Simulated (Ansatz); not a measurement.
# GeH₅O (doublet): wave-function methods side by side at distance Ge1–H5 along a hydrogen transfer = 1.534 Å, cc-pVDZ

An exercise on one series of results from a longer session: the logs are not shown, and one member is left open.

The runs use Ansatz 0.2.0, Gaussian basis; cc-pVDZ, core rule «outside noble gas», up to 15 orbitals frozen.

Plan: UHF; CCSD(T) on ROHF; CCSD(T) on UHF; BCCD(T) on ROHF; CISD; CCSDT(Q) on ROHF; CCSDT(Q) on UHF; CASSCF and MRCISD+Q, 3 electrons in 3 orbitals; CASSCF and NEVPT2, 3 electrons in 3 orbitals.

## The geometry

The geometry derives from fragments relaxed apart (PBE0/def2-TZVP) and kept rigid, so it is no stationary point. A hydrogen atom is moved between rigid fragments. No spin-orbit coupling is included. The filled d shell of Ge may be among the frozen orbitals whatever the setting's name suggests; the logs give the count.

7 atoms, charge 0, spin multiplicity 2.

Atoms are counted from 1 here; the program's logs count them from 0.

Bond lengths: Ge1–H2 1.534 Å, Ge1–H3 1.534 Å, Ge1–H4 1.534 Å, Ge1–H5 1.534 Å, O6–H7 0.973 Å. Angles: H2–Ge1–H3 109.5°, H2–Ge1–H4 109.5°, H2–Ge1–H5 109.5°, H3–Ge1–H4 109.5°, H3–Ge1–H5 109.5°, H4–Ge1–H5 109.5°.

Set-up of the first run:

in.yaml

```yaml
crystal:
  periodic: [false, false, false]
  atoms:
    - {symbol: Ge, position_ang: [-0.590928, 0.010113, 0.000000]}
    - {symbol: H, position_ang: [-1.102378, 1.456713, 0.000001]}
    - {symbol: H, position_ang: [-1.102378, -0.713187, 1.252791]}
    - {symbol: H, position_ang: [-1.102378, -0.713186, -1.252792]}
    - {symbol: H, position_ang: [0.943421, 0.010113, 0.000000]}
    - {symbol: O, position_ang: [2.649072, 0.010113, 0.000000]}
    - {symbol: H, position_ang: [2.900930, -0.929837, -0.000001]}
basis:
  gaussian: {orbitals: cc-pVDZ}
magnetization: {spin_polarized: true, initial_magnetization: 1}
hamiltonian: {xc: hf}
output: {orbitals: {seedname: orbitals}}
```

On the command line:

```bash
$ ansatz run in.yaml --threads 1 --pin off --events-out ev --progress --plain --max-ram 4096MiB --backend cpu
```

Among the steps run: UHF; CCSD(T) on ROHF; CCSD(T) on UHF; BCCD(T) on ROHF; CISD; CCSDT(Q) on ROHF; CCSDT(Q) on UHF; CASSCF and MRCISD+Q, 3 electrons in 3 orbitals; CASSCF and NEVPT2, 3 electrons in 3 orbitals.

One of the session's tables, all rows but one given; the rest of the session is left out.

It belongs to the step «Misses and costs». 

```
     method  from UCCSDT(Q) (kJ/mol)
       ROHF                   +853.2
        UHF                   +840.8
       RMP2                   +133.5
       UMP2                   +133.5
       CISD                    +90.9
      RCCSD                    +16.7
      UCCSD                        ?
   RCCSD(T)                     +3.4
   UCCSD(T)                     +3.3
    BCCD(T)                     +3.3
     RCCSDT                     +1.0
     UCCSDT                     +1.0
  RCCSDT(Q)                     +0.1
  UCCSDT(Q)                        0
CASSCF pair                   +792.1
NEVPT2 pair                   +127.7
```

Q: Estimate the row for UCCSD from the others.

The run gave: from UCCSDT(Q) (kJ/mol): +16.5. In the column «from UCCSDT(Q) (kJ/mol)» it lies between RCCSD(T) (+3.4) and RCCSD (+16.7).

Caveats from the session: Restricted and unrestricted rows rest on different reference determinants; where their highest levels disagree by more than a few hundredths of an eV, they describe different states and don't form one ladder. Warnings in the runs' records: passed over end.
